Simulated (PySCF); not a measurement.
**CH3ClFIn (SMILES [CH3][In]([F])[Cl]): a chain of runs**

We compute a saddle-point search (HF/DZVP), then the harmonic vibrations, then the intrinsic reaction coordinate (HF/DZVP), then the energy (HF/DZVP), then the energy (MP2/ANO-R1) of CH3ClFIn. 

Program for the calculation: PySCF 2.14.0.

1 further run of the same task is left out (for a known fault of the program).

### 1 The system as given

CH3ClFIn has 7 atoms, charge 0, and is taken as a singlet. As SMILES, `[CH3][In]([F])[Cl]`. The run starts from this shape.

Bond lengths: C1–In2 2.122 Å, In2–F3 1.947 Å, In2–Cl4 2.316 Å, C1–H5 1.089 Å, C1–H6 1.090 Å, C1–H7 1.088 Å. Angles: C1–In2–F3 121.8°, C1–In2–Cl4 129.4°, F3–In2–Cl4 108.8°, In2–C1–H5 109.1°, In2–C1–H6 108.9°, In2–C1–H7 109.1°, H5–C1–H6 109.2°, H5–C1–H7 110.4°, H6–C1–H7 110.2°.

### 2 A saddle-point search at HF/DZVP (run 1)

The input, run.py:

```python
from pyscf import gto, scf
from pyscf.geomopt.geometric_solver import kernel as optimise

mol = gto.M(
    atom=[
    ('C', (-0.390800, 0.951400, 0.427300)),
    ('In', (0.391000, -0.846100, -0.384300)),
    ('F', (2.306000, -1.125500, -0.600500)),
    ('Cl', (-0.728400, -2.728700, -1.135500)),
    ('H', (-1.274838, 0.719737, 1.020029)),
    ('H', (0.362805, 1.406083, 1.069672)),
    ('H', (-0.646902, 1.626941, -0.386641)),
],
    spin=0,
    charge=0,
    max_memory=1860,
    verbose=3,
    basis='dzvp',
)

hf = scf.RHF(mol)
converged, mol_eq = optimise(hf, maxsteps=60, transition=True, hessian=True)
print('converged:', converged)
print(mol_eq.tostring())

hf.reset(mol_eq)
mol = mol_eq
hf.kernel()
e_tot = hf.e_tot
print('E(%s) = %.9f' % ('HF', e_tot))
```

Launch:

```
$ OMP_NUM_THREADS=1 python run.py
```

What it wrote:

```text
converged SCF energy = -6337.98599609382

maxiter                   60
transition                True
----------------------------------------------------------
 Transition state optimization requested.
Custom engine selected.
Requested bond order-based connectivity but it is not available in the current engine
Bonds will be generated from interatomic distances less than 1.20 times sum of covalent radii
21 internal coordinates being used (instead of 21 Cartesians)
Internal coordinate system (atoms numbered from 1):
Distance 1-2
Distance 1-5
Distance 1-6
Distance 1-7
Distance 2-3
Distance 2-4
Angle 2-1-5
Angle 2-1-6
Angle 2-1-7
Angle 5-1-6
Angle 5-1-7
Angle 6-1-7
Angle 1-2-4
Angle 3-2-4
Out-of-Plane 2-1-3-4
Dihedral 5-1-2-3
Dihedral 5-1-2-4
Dihedral 6-1-2-3
Dihedral 6-1-2-4
Dihedral 7-1-2-3
Dihedral 7-1-2-4
Translation-X 1-7
Translation-Y 1-7
Translation-Z 1-7
Rotation-A 1-7
Rotation-B 1-7
Rotation-C 1-7
> ===== Optimization Info: ====
> Job type: Transition state optimization
[... 3 lines left out ...]
> Will converge when all 5 criteria are reached:
[... 20 lines left out ...]
converged SCF energy = -6337.98599609382
[... 20 lines left out ...]
Free energy contributions calculated at @ 300.00 K:
[... 5 lines left out ...]
Ground State Electronic Energy    : E0                        = -6337.98599609 au (  -3977146.2590 kcal/mol)
[... 17 lines left out ...]
converged SCF energy = -6337.98677305571
[... 51 lines left out ...]
converged SCF energy = -6337.98832226086
[... 51 lines left out ...]
converged SCF energy = -6337.98837101144
[... 27 lines left out ...]
converged SCF energy = -6337.98837107597
[... 51 lines left out ...]
converged SCF energy = -6337.98837107198
[... 40 lines left out ...]
Converged! =D
[... 1 line left out ...]
converged: True
C          -0.36200437        1.23452000        0.49731926
In         -0.05724319       -0.75500165       -0.32602863
F          -1.16293220       -1.48369173       -1.78295909
Cl          1.58339927       -2.32338967        0.36599287
H           0.58523109        1.66221610        0.79485835
H          -0.83472500        1.87082022       -0.23778103
H          -1.00243379        1.16757948        1.36725156
converged SCF energy = -6337.98837111565
E(HF) = -6337.988371116
```

It took 4.2 min on 1 thread of Arm Neoverse V1, shared host; peak memory 0.2 GiB.

Step by step:

```
step  energy from the first frame kept (eV)  largest force (eV/Å)
   0                                 0.0000                0.8806
   1                                -0.0211                0.7231
   2                                -0.0481                0.4375
   3                                -0.0633                0.1134
   4                                -0.0646                0.0086
   5                                -0.0646                0.0005
   6                                -0.0646                0.0003
   7                                -0.0646                0.0004
   8                                -0.0646                0.0003
   9                                -0.0646                0.0002
```

After the run. Bond lengths: C1–In2 2.175 Å, In2–F3 1.969 Å, In2–Cl4 2.373 Å, C1–H5 1.081 Å, C1–H6 1.081 Å, C1–H7 1.082 Å. Angles: C1–In2–F3 122.7°, C1–In2–Cl4 126.2°, F3–In2–Cl4 111.1°, In2–C1–H5 110.1°, In2–C1–H6 110.0°, In2–C1–H7 109.3°, H5–C1–H6 109.7°, H5–C1–H7 108.8°, H6–C1–H7 108.9°.

### 3 Vibrational wavenumbers at HF/DZVP (run 2)

The input, input.py:

```python
from pyscf import gto, symm
from pyscf.hessian import thermo

molecule = gto.Mole()
molecule.atom = [
    ('C', (-0.480613, 2.198587, 0.770884)),
    ('In', (-0.175852, 0.209065, -0.052464)),
    ('F', (-1.281541, -0.519625, -1.509394)),
    ('Cl', (1.464790, -1.359323, 0.639558)),
    ('H', (0.466622, 2.626283, 1.068423)),
    ('H', (-0.953334, 2.834887, 0.035784)),
    ('H', (-1.121043, 2.131646, 1.640817)),
]
molecule.verbose = 3
molecule.max_memory = 1860
molecule.charge = 0
molecule.spin = 0
molecule.basis = 'dzvp'
molecule.build()

mf = molecule.RHF()
mf.kernel()

etot = mf.e_tot
print(f'total energy: {etot:.8f} hartree')
hess = mf.Hessian().kernel()
modes = thermo.harmonic_analysis(molecule, hess)
thermo.dump_normal_mode(molecule, modes)
symm.geom.TOLERANCE = 1e-3  # for the symmetry number
th = thermo.thermo(mf, modes['freq_au'], 1200, 101325)
thermo.dump_thermo(molecule, th)
```

Launch:

```
$ OMP_NUM_THREADS=1 python input.py
```

What it wrote:

```text
converged SCF energy = -6337.98837111565
total energy: -6337.98837112 hartree
[... 84 lines left out ...]
Gibbs free energy [Eh] -6338.12361
```

It took 2 min on 1 thread of Arm Neoverse V1, shared host; peak memory 0.19 GiB.

### 4 A reaction path at HF/DZVP (path step 0.3 bohr*amu^0.5) (run 3)

The input, job.py:

```python
# [CH3][In]([F])[Cl]
import numpy
from pyscf import gto, scf
from pyscf.hessian import thermo

molecule = gto.M(
    atom=[
    ('C', (-0.362004, 1.234520, 0.497319)),
    ('In', (-0.057243, -0.755002, -0.326029)),
    ('F', (-1.162932, -1.483692, -1.782959)),
    ('Cl', (1.583399, -2.323390, 0.365993)),
    ('H', (0.585231, 1.662216, 0.794858)),
    ('H', (-0.834725, 1.870820, -0.237781)),
    ('H', (-1.002434, 1.167579, 1.367252)),
],
    verbose=0,
    charge=0,
    max_memory=1860,
    basis='dzvp',
)

mf = scf.RHF(molecule)
mf.kernel()
modes = thermo.harmonic_analysis(molecule, mf.Hessian().kernel())
print('lowest modes (1/cm)', numpy.round(modes['freq_wavenumber'][:3], 1))
w = numpy.sqrt(molecule.atom_mass_list(isotope_avg=True))[:, None]
mode = modes['norm_mode'][0] * w
mode /= numpy.linalg.norm(mode)
scanner = mf.nuc_grad_method().as_scanner()
x_ts, e_ts, ds = molecule.atom_coords() * w, mf.e_tot, 0.3  # mass-weighted, bohr amu^1/2
path = []
for sign in (1, -1):
    x, e_old = x_ts + sign * ds * mode, e_ts
    for k in range(1, 13):
        e, g = scanner(molecule.set_geom_(x / w, unit='bohr', inplace=False))
        if e > e_old:
            break
        path.append((sign * k * ds, e, x / w, g))
        d1 = -g / w / numpy.linalg.norm(g / w)
        g2 = scanner(molecule.set_geom_((x + 0.5 * ds * d1) / w, unit='bohr', inplace=False))[1] / w  # midpoint rule
        x, e_old = x - ds * g2 / numpy.linalg.norm(g2), e
path.sort(key=lambda p: p[0])
print('s (bohr amu^1/2)   E - E(TS) (kcal/mol)')
for s, e, x, g in path:
    print('%7.2f %10.3f' % (s, (e - e_ts) * 627.5095))
for s, e, x, g in (path[0], path[-1]):
    print('end at s = %.2f' % s)
    print(molecule.set_geom_(x, unit='bohr', inplace=False).tostring())
```

Launch:

```
$ OMP_NUM_THREADS=1 python job.py
```

What it wrote:

```text
lowest modes (1/cm) [  0. +4.5j 105.3+0.j  129.2+0.j ]
s (bohr amu^1/2)   E - E(TS) (kcal/mol)
IndexError: list index out of range
```

Run time: 2.4 min. Hardware: 1 thread of Arm Neoverse V1, shared host; peak memory 0.24 GiB.

The run ended with an error.

### 5 A single-point energy at HF/DZVP (run 4)

The input, job.py:

```python
from pyscf import gto

molecule = gto.Mole()
molecule.atom = [
    ('C', (-0.390800, 0.951400, 0.427300)),
    ('In', (0.391000, -0.846100, -0.384300)),
    ('F', (2.306000, -1.125500, -0.600500)),
    ('Cl', (-0.728400, -2.728700, -1.135500)),
    ('H', (-1.112900, 1.373000, -0.270800)),
    ('H', (-0.891300, 0.725700, 1.368500)),
    ('H', (0.426300, 1.650400, 0.595200)),
]
molecule.max_memory = 1860
molecule.verbose = 3
molecule.basis = 'dzvp'
molecule.build()

mf = molecule.RHF()
mf.kernel()

e_tot = mf.e_tot
print('Final energy', e_tot)
```

Launch:

```
$ OMP_NUM_THREADS=1 python job.py
```

What it wrote:

```text
converged SCF energy = -6337.98605517315
Final energy -6337.986055173154
```

It took 2.6 s on 1 thread of Arm Neoverse V1, shared host; peak memory 0.17 GiB.

### 6 A single-point energy at MP2/ANO-R1 (IEF-PCM cyclohexane) (run 5)

The input, job.py:

```python
# [CH3][In]([F])[Cl]
from pyscf import gto, scf, mp, solvent

molecule = gto.Mole()
molecule.atom = [
    ('C', (-0.362004, 1.234520, 0.497319)),
    ('In', (-0.057243, -0.755002, -0.326029)),
    ('F', (-1.162932, -1.483692, -1.782959)),
    ('Cl', (1.583399, -2.323390, 0.365993)),
    ('H', (0.585231, 1.662216, 0.794858)),
    ('H', (-0.834725, 1.870820, -0.237781)),
    ('H', (-1.002434, 1.167579, 1.367252)),
]
molecule.basis = 'ano-r1'
molecule.verbose = 3
molecule.spin = 0
molecule.max_memory = 1860
molecule.build()

myscf = scf.RHF(molecule)
myscf = myscf.PCM()
myscf.with_solvent.method = 'IEF-PCM'
myscf.with_solvent.eps = 2.0165
myscf.kernel()

pt = mp.MP2(myscf, frozen=25).run()
e_final = pt.e_tot
print(f'total energy: {e_final:.8f} hartree')
```

Launch:

```
$ OMP_NUM_THREADS=1 python job.py
```

What it wrote:

```text
WARN: PCM is an experimental feature. It is still in testing.
Features and APIs may be changed in the future.

converged SCF energy = -6210.10140840726
E(RMP2) = -6210.95233261149  E_corr = -0.850924204226958
E(SCS-RMP2) = -6210.88790221995  E_corr = -0.786493812688412
total energy: -6210.95233261 hartree
```

Wall time 84 s (1 thread of Arm Neoverse V1, shared host); peak memory 0.45 GiB.

### 7 What came out

| quantity | value |
| --- | --- |
| run 1, HF/DZVP: total energy at the end | -6337.98837 Eh |
| run 1, HF/DZVP: dipole moment | 4.33 D |
| run 1, HF/DZVP: HOMO energy | -11.87 eV |
| run 1, HF/DZVP: LUMO energy | 0.78 eV |
| run 1, HF/DZVP: HOMO–LUMO gap | 12.65 eV |
| run 2, HF/DZVP: lowest harmonic wavenumber | 4i cm⁻¹ (imaginary) |
| run 2, HF/DZVP: highest harmonic wavenumber | 3316 cm⁻¹ |
| run 4, HF/DZVP: total energy | -6337.98606 Eh |
| run 4, HF/DZVP: HOMO energy | -11.93 eV |
| run 4, HF/DZVP: LUMO energy | 0.90 eV |
| run 4, HF/DZVP: HOMO–LUMO gap | 12.83 eV |
| run 5, MP2/ANO-R1: total energy | -6210.95233 Eh |
| run 5, MP2/ANO-R1: dipole moment (Hartree–Fock density) | 3.78 D |
| run 5, MP2/ANO-R1: HOMO energy (Hartree–Fock orbitals) | -11.24 eV |
| run 5, MP2/ANO-R1: LUMO energy (Hartree–Fock orbitals) | 1.10 eV |
| run 5, MP2/ANO-R1: HOMO–LUMO gap (Hartree–Fock orbitals) | 12.34 eV |
| run 5, MP2/ANO-R1: correlation energy (25 core orbitals frozen) | -850.9 mEh |
| run 5, MP2/ANO-R1: solvent term in the energy | -30.2 kJ/mol |
| run 3, HF/DZVP | no result (crashed) |

**Reading.** Mulliken charges (run 1, HF/DZVP) run from -0.85 on C1 to +1.19 on In2. 1 mode is imaginary (lowest 4i cm⁻¹); so small a value may be numerical noise or a very soft motion. The basis (run 5, MP2/ANO-R1) was made for a relativistic Hamiltonian, but the run is non-relativistic. 1 of the 5 runs did not end normally.
